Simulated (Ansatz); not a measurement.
# Cd: the cost of one run

Method: DFT r²SCAN, scalar-relativistic, plane waves, PAW, in Ansatz 0.2.0.

6 further runs of the same task are left out: 1 that didn't finish, 5 set aside as unsound or not needed.

## (1) The system as given

It takes space group P6_3/mmc (No. 194, hexagonal). The conventional cell has a = 2.980 Å, b = 2.980 Å, c = 5.620 Å, α = 90.00°, β = 90.00°, γ = 120.00°. Cd (site symmetry -6m2) has 12 Cd at 2.98 to 3.29 Å in its first shell of neighbours.

Structure file:

```cif
data_structure
_symmetry_space_group_name_H-M 'P 1'
_symmetry_Int_Tables_number 1
_cell_length_a 2.9800
_cell_length_b 2.9800
_cell_length_c 5.6203
_cell_angle_alpha 90.000
_cell_angle_beta 90.000
_cell_angle_gamma 120.000
_cell_volume 43.22
loop_
_atom_site_label
_atom_site_type_symbol
_atom_site_fract_x
_atom_site_fract_y
_atom_site_fract_z
_atom_site_occupancy
Cd1 Cd 0.33333 0.66667 0.75000 1
Cd2 Cd 0.66667 0.33333 0.25000 1
```

The cell is the measured one, not relaxed. An earlier run on this cell at r²SCAN gave 0.54 GPa at 21.612 Å³/atom (14×14×6 mesh), no gap.

## (2) Bands on a fine mesh, Fermi surface

File input.yaml:

```yaml
crystal:
  lattice:
    - [2.9799995955, 0.0, 0.0]
    - [-1.4899997978, 2.580755353, 0.0]
    - [0.0, 0.0, 5.6202792372]
  atoms:
    - { symbol: Cd, position: [0.3333333333, 0.6666666667, 0.75] }
    - { symbol: Cd, position: [0.6666666667, 0.3333333333, 0.25] }
basis:
  ecutwfc: 500
  ecutrho_ratio: 4
kpoints:
  mp_grid: { grid: [14, 14, 6] }
hamiltonian:
  xc: r2scan
scf:
  occupations: { method: gaussian, width: 0.05 }
output:
  forces: true
  stress: true
  eigenvalues: true
  eigenstates:
    nscf_kmesh: { grid: [24, 24, 12] }
    de_dk: true
    e_range: [-2.5, 2.5]
  write_density: true
  write_potential: true
  elf: true
  volumetric_format: npy
```

On the command line:

```bash
$ ansatz run input.yaml --threads 4 --pin off --max-ram 9216MiB --backend cpu --events-out ev --progress --plain --runs-dir out
```

What time and memory should one allow on 4 threads of Arm Neoverse V1, shared host?

About 12 s, with a peak of 0.6 GiB.
